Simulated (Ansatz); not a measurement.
# H₃NO₃W: one species, many methods

An exercise on one series of results from a longer session: the logs are not shown, and one member is left open.

Computed with Ansatz 0.2.0, Gaussian basis. Level: functionals in def2-TZVPP, the program's frozen cores in correlated methods.

The runs, in order: LDA (SPW92), PBE-D4, revPBE-D4, BLYP-D4, r2SCAN-D4, B97M-V, PBE0-D4, B3LYP-D4, r2SCANh-D4, r2SCAN0-D4, HSE06-D4, BHLYP-D4, CAM-B3LYP-D4, LC-ωPBE, ωB97X-V, ωB97M-V, B2PLYP, PBE-QIDH; CCSD(T)/def2-SVP; CCSD(T)/def2-TZVPP; MP2/def2-QZVPP; extrapolation to the limit; RPA on PBE.

### The geometry

An earlier PBE0-D4 in a triple-zeta def2 set relaxation fixed the geometry. W takes the def2 core potential; no spin-orbit term is included.

SMILES `[NH2][W](=[O])(=[O])[OH]`, 8 atoms, charge 0, spin multiplicity 1.

Atoms are counted from 1 here; the program's logs count them from 0.

Bond lengths: N1–W2 1.938 Å, N1–H6 1.009 Å, N1–H7 1.009 Å, W2–O3 1.708 Å, W2–O4 1.708 Å, W2–O5 1.891 Å, O5–H8 0.959 Å. Angles: W2–N1–H6 123.6°, W2–N1–H7 123.4°, H6–N1–H7 111.6°, N1–W2–O3 107.9°, N1–W2–O4 107.9°, N1–W2–O5 111.0°, O3–W2–O4 111.4°, O3–W2–O5 110.0°, O4–W2–O5 108.6°, W2–O5–H8 124.0°.

Set-up of the first run:

File in.yaml:

```yaml
crystal:
  periodic: [false, false, false]
  atoms:
    - {symbol: N, position_ang: [0.173456, 1.429011, -0.182015]}
    - {symbol: W, position_ang: [0.179642, -0.508611, -0.228936]}
    - {symbol: O, position_ang: [1.616784, -1.047502, 0.519351]}
    - {symbol: O, position_ang: [0.109344, -0.993831, -1.864874]}
    - {symbol: O, position_ang: [-1.323393, -1.213716, 0.675664]}
    - {symbol: H, position_ang: [0.703611, 1.973147, 0.481502]}
    - {symbol: H, position_ang: [-0.178239, 2.001270, -0.934681]}
    - {symbol: H, position_ang: [-1.281215, -1.639769, 1.533998]}
basis:
  gaussian: {orbitals: def2-TZVPP}
hamiltonian: {xc: lda}
output: {orbitals: {seedname: orbitals}}
```

Command:

```
$ ansatz run in.yaml --threads 4 --pin off --events-out ev --progress --plain --max-ram 10444MiB
```

Steps of the session up to this table: LDA; PBE-D4 (GGA); revPBE-D4 (GGA); BLYP-D4 (GGA); r2SCAN-D4 (meta-GGA); B97M-V (meta-GGA); PBE0-D4 (hybrid); B3LYP-D4 (hybrid); r2SCANh-D4 (hybrid); r2SCAN0-D4 (hybrid); HSE06-D4 (hybrid); BHLYP-D4 (hybrid); CAM-B3LYP-D4 (range-separated); LC-ωPBE (range-separated); ωB97X-V (range-separated); ωB97M-V (range-separated); B2PLYP (double hybrid); PBE-QIDH (double hybrid).

One table of the session follows, with a row left open; its other results are not shown here.

It belongs to the step «Orbital energies across the functionals». 

| functional | HOMO (eV) | gap (eV) |
| --- | --- | --- |
| LDA (SPW92) | -7.31 | 4.89 |
| PBE-D4 | -7.08 | 4.90 |
| revPBE-D4 | -6.99 | 4.90 |
| BLYP-D4 | -6.96 | 4.87 |
| r2SCAN-D4 | -7.42 | 5.36 |
| B97M-V | -7.46 | 5.50 |
| PBE0-D4 | -8.55 | 7.22 |
| B3LYP-D4 | -8.31 | 6.72 |
| r2SCANh-D4 | -7.96 | 6.23 |
| r2SCAN0-D4 | ? | ? |
| HSE06-D4 | -8.14 | 6.43 |
| BHLYP-D4 | -9.95 | 9.58 |
| CAM-B3LYP-D4 | -9.99 | 9.77 |
| LC-ωPBE | -11.35 | 12.36 |
| ωB97X-V | -10.97 | 11.88 |
| ωB97M-V | -10.87 | 11.70 |

**Question.** Estimate the row for r2SCAN0-D4.

Worked estimate for «HOMO (eV)». Against the share of exact exchange, r2SCAN-D4 (0, -7.42), r2SCANh-D4 (0.1, -7.96) give a slope of -5.40 per unit share; at 0.25 the line stands at -8.77.

As computed: HOMO (eV): -8.79; gap (eV): 7.54. In «HOMO (eV)» the line misses by +0.02.
